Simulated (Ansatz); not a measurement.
# WS2 (Tungstenite): a point defect seen from the nuclei (As on an S site), part 2 of 3

How do the nuclei near a point defect see it? The defect is As on an S site in WS2 (Tungstenite) (cell charge -1), first unrelaxed. The cell is a supercell built from an entry of the Crystallography Open Database (COD) (the entry's cell lengths or inner coordinates differ somewhat from later room-temperature determinations). Planned: a single point, then a relaxation, then a check of width with method.

Ansatz 0.2.0; DFT, PBE, plane-wave PAW, default files, scalar-relativistic, as far as a step names no other. The steps go on from the part before.

### 3 Ions relaxed

The COD entry's cell or inner coordinates are ideal or old and differ from later refinements, so a difference from it is no clean test against experiment.

Changes to input.yaml since step 2:

```diff
@@ -75 +75,4 @@
     contact_densities: true
+relax:
+  f_tol: 0.03
+  max_steps: 40
```

Command:

```sh
$ ansatz run input.yaml --threads 4 --pin off --max-ram 8192MiB --backend cpu --events-out ev --progress --plain --runs-dir out
```

Standard output:

```text
Warning: output.stress: scf.convergence.dr2_threshold = 1e-7 eV (the SCF's general default) is looser than the 5.4e-9 eV advised for a printed stress (1e-10 eV for each atom of the cell: 54). What an SCF threshold leaves in a stress goes as its square root, and in the free energy as the threshold itself, and one threshold admits the most on a small cell: of the crystals measured, under no hybrid functional and no lock of the moments, on runs that ended without the residual-converged pass, on stresses that held no estimate of that error, the worst erred by over 100 MPa in a component at 1e-7 eV an atom and by under 5 at 1e-10. Every solve of this run answers to scf.convergence.dr2_threshold, and the tensor of one is reported: a single SCF on the reported geometry and on this run's grids (its basis.xc_grid and basis.ecutrho_ratio typed), with scf.convergence.dr2_threshold at 5.4e-9 eV or tighter, prints it and tightens no other solve. Else set scf.convergence.dr2_threshold to 5.4e-9 eV or tighter. The threshold is an SCF's pass mark: one that does not reach it within its budget of iterations ends unconverged, or closes short of it on a stop that the run arms, and scf.convergence.dr2_threshold's page says what that costs each kind of run
Warning: RAYON_NUM_THREADS=4 ignored (pool sized by the plan → 4); use --threads N
W: output.efg is read without spin–orbit coupling, which moves field gradients at and beside such atoms by some per cent and up to a factor of two; PAW files take it under magnetization.noncollinear and magnetization.spin_orbit
[... 10 set-up lines as earlier in the session ...]
Crystal: 54 atoms, lattice volume = 985.229 Å³
Basis set: ecut = 420 eV, 19181 PW (Γ), exchange–correlation on 128×128×180 points (8 copies of the dense FFT grid, shifted against one another)
Bands: 293, of which v1, the nominal top of the filled ones, is band 239 counted from 1 (238 counted from 0)
[... 2 set-up lines as earlier in the session ...]
k-points: 6 of 18 (time reversal used)
[... 10 set-up lines as earlier in the session ...]
SCF iter   1: F=—  HF=-223385.892053 eV  |F-HF|=—  |Δ(HF+E_count)|=         —  Δρ=6.70e-3  dr2=1.04e0  ethr=1.77e-3  ⟨swp⟩=6.0  Hψ=7134  notcnv=0  defer=34
preconditioner: auto → Resta (q_TF=auto, 2.418 Å⁻¹)  ε∞=7.4  [insulator: Δε(μ)=1.065 eV  Ē_g=8.390 eV  σ=0.010 eV  W_gap=1.00  n_scr=236 (ndim 8)  ℏωp=21.3 eV  f_vac=0.024  D(μ)=0.00/eV (n_scr^D=0)  ε∞_Penn≈7.4]
SCF iter   2: F=—  HF=-223385.794913 eV  |F-HF|=—  |Δ(HF+E_count)|=   9.71e-2  Δρ=3.35e-3  dr2=1.73e-1  ethr=2.18e-4  ⟨swp⟩=2.3  Hψ=2384  notcnv=0  defer=285
SCF iter   3: F=—  HF=-223385.794847 eV  |F-HF|=—  |Δ(HF+E_count)|=   6.55e-5  Δρ=1.57e-3  dr2=7.38e-2  ethr=3.63e-5  ⟨swp⟩=2.0  Hψ=2063  notcnv=0  defer=285
SCF iter   4: F=—  HF=-223385.784709 eV  |F-HF|=—  |Δ(HF+E_count)|=   1.01e-2  Δρ=5.72e-4  dr2=1.33e-2  ethr=1.54e-5  ⟨swp⟩=3.8  Hψ=2960  notcnv=0  defer=287
SCF iter   5: F=—  HF=-223385.783548 eV  |F-HF|=—  |Δ(HF+E_count)|=   1.16e-3  Δρ=4.44e-4  dr2=5.39e-3  ethr=2.78e-6  ⟨swp⟩=2.0  Hψ=2427  notcnv=0  defer=287
SCF iter   6: F=—  HF=-223385.782932 eV  |F-HF|=—  |Δ(HF+E_count)|=   6.16e-4  Δρ=1.12e-4  dr2=1.33e-4  ethr=1.13e-6  ⟨swp⟩=2.0  Hψ=2269  notcnv=0  defer=287
SCF iter   7: F=-223385.783001 eV  HF=-223385.783009 eV  |F-HF|=8.46e-6  |Δ(HF+E_count)|=   7.73e-5  Δρ=3.20e-5  dr2=2.18e-5  ethr=4.71e-9  ⟨swp⟩=3.2  Hψ=6732  notcnv=0
SCF 1 converged in 7 iterations: F = -223385.783001 eV  dr2 = 2.18e-5
relax step   1: F+E_penalty+E_count = -223385.78300052 eV  Δ(F+E_penalty+E_count) = +0.000e0 eV  max|allowed force component| = 3.967e0 eV/Å  Δτ_max = 0.0000 Å  (7 SCF iters, dr2 threshold 2.25e-5 eV, accepted)
Initial density: handed on by an earlier stage of this run
Initial wavefunctions: those handed on with the density
iter 1 solved again at ethr=5.94e-5 eV; its pass at ethr=3.10e-3 eV (dr2=2.84e-1 eV) is discarded
SCF iter   1: F=—  HF=-223386.243696 eV  |F-HF|=—  |Δ(HF+E_count)|=         —  Δρ=3.48e-3  dr2=2.87e-1  ethr=5.94e-5  ⟨swp⟩=1.5  Hψ=5464  notcnv=0  defer=286
preconditioner: auto → Resta (q_TF=auto, 2.418 Å⁻¹)  ε∞=7.6  [insulator: Δε(μ)=0.866 eV  Ē_g=8.313 eV  σ=0.010 eV  W_gap=1.00  n_scr=236 (ndim 8)  ℏωp=21.3 eV  f_vac=0.018  D(μ)=0.00/eV (n_scr^D=0)  ε∞_Penn≈7.6]
SCF iter   2: F=—  HF=-223386.206199 eV  |F-HF|=—  |Δ(HF+E_count)|=   3.75e-2  Δρ=1.79e-3  dr2=3.85e-2  ethr=5.94e-5  ⟨swp⟩=2.5  Hψ=2514  notcnv=0  defer=286
SCF iter   3: F=—  HF=-223386.201833 eV  |F-HF|=—  |Δ(HF+E_count)|=   4.37e-3  Δρ=8.90e-4  dr2=1.14e-2  ethr=8.06e-6  ⟨swp⟩=2.2  Hψ=2665  notcnv=0  defer=286
SCF iter   4: F=—  HF=-223386.200070 eV  |F-HF|=—  |Δ(HF+E_count)|=   1.76e-3  Δρ=1.95e-4  dr2=5.35e-4  ethr=2.38e-6  ⟨swp⟩=2.0  Hψ=2597  notcnv=0  defer=286
SCF iter   5: F=-223386.199992 eV  HF=-223386.200016 eV  |F-HF|=2.43e-5  |Δ(HF+E_count)|=   5.40e-5  Δρ=7.42e-5  dr2=6.99e-5  ethr=2.09e-8  ⟨swp⟩=3.0  Hψ=6444  notcnv=0
SCF 2 converged in 5 iterations: F = -223386.199992 eV  dr2 = 6.99e-5
relax step   2: F+E_penalty+E_count = -223386.19999195 eV  Δ(F+E_penalty+E_count) = -4.170e-1 eV  max|allowed force component| = 2.376e-1 eV/Å  Δτ_max = 0.1985 Å  (5 SCF iters, dr2 threshold 1.00e-4 eV, accepted)
SCF iter   1: F=—  HF=-223386.210612 eV  |F-HF|=—  |Δ(HF+E_count)|=         —  Δρ=1.64e-3  dr2=1.81e-2  ethr=1.56e-4  ⟨swp⟩=3.8  Hψ=3074  notcnv=0  defer=289
preconditioner: auto → Resta (q_TF=auto, 2.418 Å⁻¹)  ε∞=7.6  [insulator: Δε(μ)=0.875 eV  Ē_g=8.315 eV  σ=0.010 eV  W_gap=1.00  n_scr=236 (ndim 8)  ℏωp=21.3 eV  f_vac=0.018  D(μ)=0.00/eV (n_scr^D=0)  ε∞_Penn≈7.6]
SCF iter   2: F=—  HF=-223386.208286 eV  |F-HF|=—  |Δ(HF+E_count)|=   2.33e-3  Δρ=8.98e-4  dr2=4.36e-3  ethr=3.79e-6  ⟨swp⟩=2.0  Hψ=2908  notcnv=0  defer=289
SCF iter   3: F=—  HF=-223386.208021 eV  |F-HF|=—  |Δ(HF+E_count)|=   2.64e-4  Δρ=3.31e-4  dr2=2.59e-3  ethr=9.13e-7  ⟨swp⟩=2.0  Hψ=2563  notcnv=0  defer=289
SCF iter   4: F=—  HF=-223386.209059 eV  |F-HF|=—  |Δ(HF+E_count)|=   1.04e-3  Δρ=7.04e-5  dr2=6.67e-5  ethr=5.42e-7  ⟨swp⟩=2.0  Hψ=2185  notcnv=0  defer=289
SCF iter   5: F=—  HF=-223386.209067 eV  |F-HF|=—  |Δ(HF+E_count)|=   8.29e-6  Δρ=2.67e-5  dr2=1.35e-5  ethr=1.40e-8  ⟨swp⟩=2.0  Hψ=2471  notcnv=0  defer=289
SCF iter   6: F=-223386.209072 eV  HF=-223386.209072 eV  |F-HF|=6.40e-7  |Δ(HF+E_count)|=   4.46e-6  Δρ=9.76e-6  dr2=1.99e-6  ethr=7.38e-10  ⟨swp⟩=4.0  Hψ=5498  notcnv=0
SCF 3 converged in 6 iterations: F = -223386.209072 eV  dr2 = 1.99e-6
relax step   3: F+E_penalty+E_count = -223386.20907246 eV  Δ(F+E_penalty+E_count) = -9.081e-3 eV  max|allowed force component| = 1.353e-1 eV/Å  Δτ_max = 0.0226 Å  (6 SCF iters, dr2 threshold 3.53e-6 eV, accepted)
[... 8 lines left out ...]
relax step   4: F+E_penalty+E_count = -223386.21327833 eV  Δ(F+E_penalty+E_count) = -4.206e-3 eV  max|allowed force component| = 3.261e-2 eV/Å  Δτ_max = 0.0201 Å  (6 SCF iters, dr2 threshold 1.14e-6 eV, accepted)
SCF iter   1: F=—  HF=-223386.212003 eV  |F-HF|=—  |Δ(HF+E_count)|=         —  Δρ=1.67e-4  dr2=1.74e-4  ethr=4.16e-7  ⟨swp⟩=2.0  Hψ=3077  notcnv=0  defer=289
preconditioner: auto → Resta (q_TF=auto, 2.418 Å⁻¹)  ε∞=7.6  [insulator: Δε(μ)=0.874 eV  Ē_g=8.316 eV  σ=0.010 eV  W_gap=1.00  n_scr=236 (ndim 8)  ℏωp=21.3 eV  f_vac=0.018  D(μ)=0.00/eV (n_scr^D=0)  ε∞_Penn≈7.6]
SCF iter   2: F=—  HF=-223386.211987 eV  |F-HF|=—  |Δ(HF+E_count)|=   1.60e-5  Δρ=8.99e-5  dr2=4.08e-5  ethr=3.64e-8  ⟨swp⟩=2.0  Hψ=2550  notcnv=0  defer=289
SCF iter   3: F=—  HF=-223386.213375 eV  |F-HF|=—  |Δ(HF+E_count)|=   1.39e-3  Δρ=2.38e-5  dr2=9.91e-6  ethr=8.54e-9  ⟨swp⟩=2.0  Hψ=2489  notcnv=0  defer=289
SCF iter   4: F=—  HF=-223386.213374 eV  |F-HF|=—  |Δ(HF+E_count)|=   3.14e-7  Δρ=6.13e-6  dr2=8.42e-7  ethr=2.07e-9  ⟨swp⟩=2.0  Hψ=2133  notcnv=0  defer=289
SCF iter   5: F=—  HF=-223386.213374 eV  |F-HF|=—  |Δ(HF+E_count)|=   8.12e-8  Δρ=3.40e-6  dr2=3.41e-7  ethr=1.76e-10  ⟨swp⟩=2.0  Hψ=2211  notcnv=0  defer=289
SCF iter   6: F=-223386.213374 eV  HF=-223386.213374 eV  |F-HF|=3.03e-9  |Δ(HF+E_count)|=   4.84e-8  Δρ=1.06e-6  dr2=3.25e-8  ethr=2.09e-11  ⟨swp⟩=3.0  Hψ=5381  notcnv=0
SCF 5 converged in 6 iterations: F = -223386.213374 eV  dr2 = 3.25e-8
relax step   5: F+E_penalty+E_count = -223386.21337445 eV  Δ(F+E_penalty+E_count) = -9.612e-5 eV  max|allowed force component| = 4.261e-3 eV/Å  Δτ_max = 0.0034 Å  (6 SCF iters, accepted)
NSCF: frozen V_eff on 6 k-points
the band table was solved once a step of the walk had ended and its energy, with any forces and stress, was formed, with the checks that follow a solve (6920 applications of the Hamiltonian). They found nothing against the state; the energy, forces and stress were not computed again (output.eigenvalues in the input reference)
SCF converged after 6 iterations
Free energy (F): -223386.213374 eV
Harris-Foulkes:  -223386.213374 eV  (|F-HF|=3.03e-9)
Internal energy: -223386.213374 eV  (E = F + TS)
E sigma→0 (E₀):  -223386.213374 eV
Fermi energy:    11.863821 eV
--- Per-component energies (eV) ---
[... 15 lines left out ...]
--- Forces (eV/Å), atoms counted from 1 ---
  atom   1  W      0.00000000    -0.00000000     0.00002063
  atom   2  W     -0.00017103    -0.00008045    -0.00052009
  atom   3  W     -0.00015519    -0.00010789    -0.00052009
  atom   4  W      0.00001584     0.00018834    -0.00052009
  atom   5  W      0.00017103    -0.00008045    -0.00052009
  atom   6  W      0.00000000    -0.00000000    -0.00003177
[... 48 lines left out ...]
  max |Σ_I F_I| component: 5.42e-5 eV/Å
--- Stress (GPa, compression-positive) ---
        1.279196       0.000000       0.000000
        0.000000       1.279196       0.000000
        0.000000       0.000000       2.236000
  P = ⅓ Tr σ = 1.5981 GPa (15.981 kbar)
--- PAW observables at the nuclei: V_zz in 10²¹ V/m², potentials from the cell's mean, atoms counted from 1 ---
  atom   1  W  V_zz =   -17.953805   η = 0.0000   by run symmetry: allowed
            electrostatic potential = -14805.320120 V   contact ρ = 8821985.231920 e/Å³
  atom   2  W  V_zz =   -17.561126   η = 0.0042   by run symmetry: allowed
            electrostatic potential = -14805.316651 V   contact ρ = 8821985.746742 e/Å³
  atom   3  W  V_zz =   -17.561126   η = 0.0042   by run symmetry: allowed
            electrostatic potential = -14805.316651 V   contact ρ = 8821985.746706 e/Å³
  atom   4  W  V_zz =   -17.561126   η = 0.0042   by run symmetry: allowed
            electrostatic potential = -14805.316651 V   contact ρ = 8821985.746735 e/Å³
  atom   5  W  V_zz =   -17.561126   η = 0.0042   by run symmetry: allowed
            electrostatic potential = -14805.316651 V   contact ρ = 8821985.746742 e/Å³
  atom   6  W  V_zz =   -17.648635   η = 0.0000   by run symmetry: allowed
            electrostatic potential = -14805.311267 V   contact ρ = 8821985.851390 e/Å³
  atom   7  W  V_zz =   -17.561126   η = 0.0042   by run symmetry: allowed
            electrostatic potential = -14805.316651 V   contact ρ = 8821985.746735 e/Å³
  atom   8  W  V_zz =   -17.785932   η = 0.0000   by run symmetry: allowed
            electrostatic potential = -14805.317001 V   contact ρ = 8821985.720713 e/Å³
  atom   9  W  V_zz =   -17.561126   η = 0.0042   by run symmetry: allowed
            electrostatic potential = -14805.316651 V   contact ρ = 8821985.746706 e/Å³
  atom  10  W  V_zz =   -18.518380   η = 0.0245   by run symmetry: allowed
            electrostatic potential = -14806.105188 V   contact ρ = 8821983.011532 e/Å³
  atom  11  W  V_zz =   -18.518380   η = 0.0245   by run symmetry: allowed
            electrostatic potential = -14806.105188 V   contact ρ = 8821983.011505 e/Å³
  atom  12  W  V_zz =   -17.004387   η = 0.1737   by run symmetry: allowed
            electrostatic potential = -14805.830995 V   contact ρ = 8821984.180639 e/Å³
  atom  13  W  V_zz =   -17.004387   η = 0.1737   by run symmetry: allowed
            electrostatic potential = -14805.830995 V   contact ρ = 8821984.180627 e/Å³
  atom  14  W  V_zz =   -16.424783   η = 0.1632   by run symmetry: allowed
            electrostatic potential = -14805.816488 V   contact ρ = 8821983.766195 e/Å³
  atom  15  W  V_zz =   -17.004387   η = 0.1737   by run symmetry: allowed
            electrostatic potential = -14805.830995 V   contact ρ = 8821984.180639 e/Å³
  atom  16  W  V_zz =   -18.518380   η = 0.0245   by run symmetry: allowed
            electrostatic potential = -14806.105188 V   contact ρ = 8821983.011532 e/Å³
  atom  17  W  V_zz =   -16.424783   η = 0.1632   by run symmetry: allowed
            electrostatic potential = -14805.816488 V   contact ρ = 8821983.766195 e/Å³
  atom  18  W  V_zz =   -16.424783   η = 0.1632   by run symmetry: allowed
            electrostatic potential = -14805.816488 V   contact ρ = 8821983.766233 e/Å³
  atom  19  As V_zz =   -10.653916   η = 0.0000   by run symmetry: allowed   C_q = -80.1169 MHz
            electrostatic potential = -4519.916318 V   contact ρ = 235511.167455 e/Å³
  atom  20  S  V_zz =    -4.595519   η = 0.1579   by run symmetry: allowed   C_q = +7.7117 MHz
            electrostatic potential = -1638.461338 V   contact ρ = 19770.223380 e/Å³
  atom  21  S  V_zz =    -4.595519   η = 0.1579   by run symmetry: allowed   C_q = +7.7117 MHz
            electrostatic potential = -1638.461338 V   contact ρ = 19770.223380 e/Å³
  atom  22  S  V_zz =    -4.595519   η = 0.1579   by run symmetry: allowed   C_q = +7.7117 MHz
            electrostatic potential = -1638.461338 V   contact ρ = 19770.223380 e/Å³
  atom  23  S  V_zz =    -4.595519   η = 0.1579   by run symmetry: allowed   C_q = +7.7117 MHz
            electrostatic potential = -1638.461338 V   contact ρ = 19770.223380 e/Å³
  atom  24  S  V_zz =    -4.320317   η = 0.0000   by run symmetry: allowed   C_q = +7.2499 MHz
            electrostatic potential = -1638.441761 V   contact ρ = 19770.189967 e/Å³
  atom  25  S  V_zz =    -4.595519   η = 0.1579   by run symmetry: allowed   C_q = +7.7117 MHz
            electrostatic potential = -1638.461338 V   contact ρ = 19770.223380 e/Å³
  atom  26  S  V_zz =    -4.378299   η = 0.0000   by run symmetry: allowed   C_q = +7.3472 MHz
            electrostatic potential = -1638.433661 V   contact ρ = 19770.165431 e/Å³
  atom  27  S  V_zz =    -4.595519   η = 0.1579   by run symmetry: allowed   C_q = +7.7117 MHz
            electrostatic potential = -1638.461338 V   contact ρ = 19770.223380 e/Å³
  atom  28  S  V_zz =    -4.632135   η = 0.0036   by run symmetry: allowed   C_q = +7.7731 MHz
            electrostatic potential = -1637.994561 V   contact ρ = 19770.826984 e/Å³
  atom  29  S  V_zz =    -4.632135   η = 0.0036   by run symmetry: allowed   C_q = +7.7731 MHz
            electrostatic potential = -1637.994561 V   contact ρ = 19770.826984 e/Å³
  atom  30  S  V_zz =    -4.628810   η = 0.0029   by run symmetry: allowed   C_q = +7.7675 MHz
            electrostatic potential = -1637.989670 V   contact ρ = 19770.817070 e/Å³
  atom  31  S  V_zz =    -4.628810   η = 0.0029   by run symmetry: allowed   C_q = +7.7675 MHz
            electrostatic potential = -1637.989670 V   contact ρ = 19770.817070 e/Å³
  atom  32  S  V_zz =    -4.644139   η = 0.0008   by run symmetry: allowed   C_q = +7.7933 MHz
            electrostatic potential = -1637.993699 V   contact ρ = 19770.832307 e/Å³
  atom  33  S  V_zz =    -4.628810   η = 0.0029   by run symmetry: allowed   C_q = +7.7675 MHz
            electrostatic potential = -1637.989670 V   contact ρ = 19770.817070 e/Å³
  atom  34  S  V_zz =    -4.632135   η = 0.0036   by run symmetry: allowed   C_q = +7.7731 MHz
            electrostatic potential = -1637.994561 V   contact ρ = 19770.826984 e/Å³
  atom  35  S  V_zz =    -4.644139   η = 0.0008   by run symmetry: allowed   C_q = +7.7933 MHz
            electrostatic potential = -1637.993699 V   contact ρ = 19770.832307 e/Å³
  atom  36  S  V_zz =    -4.644139   η = 0.0008   by run symmetry: allowed   C_q = +7.7933 MHz
            electrostatic potential = -1637.993699 V   contact ρ = 19770.832307 e/Å³
  atom  37  S  V_zz =    -4.567423   η = 0.0000   by run symmetry: allowed   C_q = +7.6645 MHz
            electrostatic potential = -1638.520987 V   contact ρ = 19769.941534 e/Å³
  atom  38  S  V_zz =    -4.158396   η = 0.2556   by run symmetry: allowed   C_q = +6.9781 MHz
            electrostatic potential = -1638.507879 V   contact ρ = 19770.073983 e/Å³
  atom  39  S  V_zz =    -4.158396   η = 0.2556   by run symmetry: allowed   C_q = +6.9781 MHz
            electrostatic potential = -1638.507879 V   contact ρ = 19770.073983 e/Å³
  atom  40  S  V_zz =    -4.158396   η = 0.2556   by run symmetry: allowed   C_q = +6.9781 MHz
            electrostatic potential = -1638.507879 V   contact ρ = 19770.073984 e/Å³
  atom  41  S  V_zz =    -4.158396   η = 0.2556   by run symmetry: allowed   C_q = +6.9781 MHz
            electrostatic potential = -1638.507879 V   contact ρ = 19770.073983 e/Å³
  atom  42  S  V_zz =    -4.491489   η = 0.0000   by run symmetry: allowed   C_q = +7.5371 MHz
            electrostatic potential = -1638.433140 V   contact ρ = 19770.126656 e/Å³
  atom  43  S  V_zz =    -4.158396   η = 0.2556   by run symmetry: allowed   C_q = +6.9781 MHz
            electrostatic potential = -1638.507879 V   contact ρ = 19770.073984 e/Å³
  atom  44  S  V_zz =    -4.393452   η = 0.0000   by run symmetry: allowed   C_q = +7.3726 MHz
            electrostatic potential = -1638.431899 V   contact ρ = 19770.257129 e/Å³
  atom  45  S  V_zz =    -4.158396   η = 0.2556   by run symmetry: allowed   C_q = +6.9781 MHz
            electrostatic potential = -1638.507879 V   contact ρ = 19770.073983 e/Å³
  atom  46  S  V_zz =    -4.399946   η = 0.0223   by run symmetry: allowed   C_q = +7.3835 MHz
            electrostatic potential = -1637.985867 V   contact ρ = 19771.113064 e/Å³
  atom  47  S  V_zz =    -4.399946   η = 0.0223   by run symmetry: allowed   C_q = +7.3835 MHz
            electrostatic potential = -1637.985867 V   contact ρ = 19771.113064 e/Å³
  atom  48  S  V_zz =    -4.606621   η = 0.0094   by run symmetry: allowed   C_q = +7.7303 MHz
            electrostatic potential = -1637.995358 V   contact ρ = 19770.820587 e/Å³
  atom  49  S  V_zz =    -4.606621   η = 0.0094   by run symmetry: allowed   C_q = +7.7303 MHz
            electrostatic potential = -1637.995358 V   contact ρ = 19770.820587 e/Å³
  atom  50  S  V_zz =    -4.661680   η = 0.0174   by run symmetry: allowed   C_q = +7.8227 MHz
            electrostatic potential = -1637.994635 V   contact ρ = 19770.809202 e/Å³
  atom  51  S  V_zz =    -4.606621   η = 0.0094   by run symmetry: allowed   C_q = +7.7303 MHz
            electrostatic potential = -1637.995358 V   contact ρ = 19770.820587 e/Å³
  atom  52  S  V_zz =    -4.399946   η = 0.0223   by run symmetry: allowed   C_q = +7.3835 MHz
            electrostatic potential = -1637.985867 V   contact ρ = 19771.113064 e/Å³
  atom  53  S  V_zz =    -4.661680   η = 0.0174   by run symmetry: allowed   C_q = +7.8227 MHz
            electrostatic potential = -1637.994635 V   contact ρ = 19770.809202 e/Å³
  atom  54  S  V_zz =    -4.661680   η = 0.0174   by run symmetry: allowed   C_q = +7.8227 MHz
            electrostatic potential = -1637.994635 V   contact ρ = 19770.809202 e/Å³
--- Band table (eV; the first three rows and the last of 6) ---
[... 4 lines left out ...]
--- Relaxed structure (5 steps of the walk, 5 accepted, 0 SCFs on fresh bases) ---
  F+E_penalty+E_count = -223386.21337445 eV   max|allowed force component| = 4.261e-3 eV/Å
  atoms:
[... 54 lines left out ...]
--- Löwdin populations: 54 sites ---
  site symbol       q [e]
[... 54 lines left out ...]
  spilling = 0.008883 (of n_electrons = 478.000000)
```

Run time: 4.4 min. Hardware: 4 threads of Arm Neoverse V2, shared host; peak memory 6.2 GiB.

Step by step:

| step | energy change (eV) | largest force component (eV/Å) |
| --- | --- | --- |
| 1 | 0.0000 | 3.967 |
| 2 | -0.4170 | 0.238 |
| 3 | -0.4261 | 0.135 |
| 4 | -0.4303 | 0.033 |
| 5 | -0.4304 | 0.004 |

Atom 19 (As) moved farthest, 0.207 Å; the mean move was 0.013 Å.

State: gap on the mesh 0.87 eV, largest force 0.004 eV/Å, pressure 1.6 GPa.

Against step 2 (V_zz in 10²¹ V/m²; 10 of 21 rows, with the four largest changes of size):

| site | atoms | V_zz, PBE | V_zz, PBE relaxed | η, PBE | η, PBE relaxed |
| --- | --- | --- | --- | --- | --- |
| As | 19 | -13.34 | -10.65 | 0.00 | 0.00 |
| W10 | 10, 11, 16 | -22.4 | -18.52 | 0.03 | 0.02 |
| S37 | 37 | -4.78 | -4.57 | 0.00 | 0.00 |
| S20 | 20, 21, 22, … | -4.65 | -4.60 | 0.13 | 0.16 |
| S46 | 46, 47, 52 | -4.69 | -4.40 | 0.01 | 0.02 |
| W14 | 14, 17, 18 | -16.86 | -16.42 | 0.13 | 0.16 |
| S38 | 38, 39, 40, … | -4.31 | -4.16 | 0.26 | 0.26 |
| W1 | 1 | -18.40 | -17.95 | 0.00 | 0.00 |
| S50 | 50, 53, 54 | -4.81 | -4.66 | 0.01 | 0.02 |
| W2 | 2, 3, 4, … | -18.00 | -17.56 | 0.01 | 0.00 |

Site by site (atoms counted from 1): 11 of 21, those nearest the defect, the farthest of each element and the two largest gradients.

| site | atoms | distance from the defect (Å) | V_zz (10²¹ V/m²) | η | C_Q (MHz) |
| --- | --- | --- | --- | --- | --- |
| As | 19 | 0.00 | -10.65 | 0.00 | -80.1 (⁷⁵As) |
| W10 | 10, 11, 16 | 2.56 | -18.52 | 0.02 | – |
| S20 | 20, 21, 22, 23, … | 3.19 | -4.60 | 0.16 | 7.71 (³³S) |
| S37 | 37 | 3.32 | -4.57 | 0.00 | 7.66 (³³S) |
| S46 | 46, 47, 52 | 3.44 | -4.40 | 0.02 | 7.38 (³³S) |
| W14 | 14, 17, 18 | 4.08 | -16.42 | 0.16 | – |
| W1 | 1 | 4.48 | -17.95 | 0.00 | – |
| S38 | 38, 39, 40, 41, … | 4.62 | -4.16 | 0.26 | 6.98 (³³S) |
| S50 | 50, 53, 54 | 4.69 | -4.66 | 0.02 | 7.82 (³³S) |
| W8 | 8 | 7.10 | -17.79 | 0.00 | – |
| S30 | 30, 31, 33 | 7.76 | -4.63 | 0.00 | 7.77 (³³S) |

Direction of the V_zz axis (Cartesian unit vector):

| site | atom | x | y | z |
| --- | --- | --- | --- | --- |
| W1 | 1 | 0.00 | 0.00 | 1.00 |
| W2 | 2 | 0.01 | 0.01 | 1.00 |
| W6 | 6 | 0.00 | 0.00 | 1.00 |
| W8 | 8 | 0.00 | 0.00 | 1.00 |
| W10 | 10 | 0.13 | -0.08 | 0.99 |
| W12 | 12 | 0.00 | 0.00 | 1.00 |
| W14 | 14 | -0.01 | -0.01 | 1.00 |
| As | 19 | 0.00 | 0.00 | 1.00 |
| S20 | 20 | 0.06 | -0.07 | 1.00 |
| S24 | 24 | 0.00 | 0.00 | 1.00 |

The sizes of the gradients above 0.15 moved by 3 % in the median, 20 % at the site that moves most (small gradients counted from 0.15; As, -13.34 to -10.65).

[end of part 2 of 3]
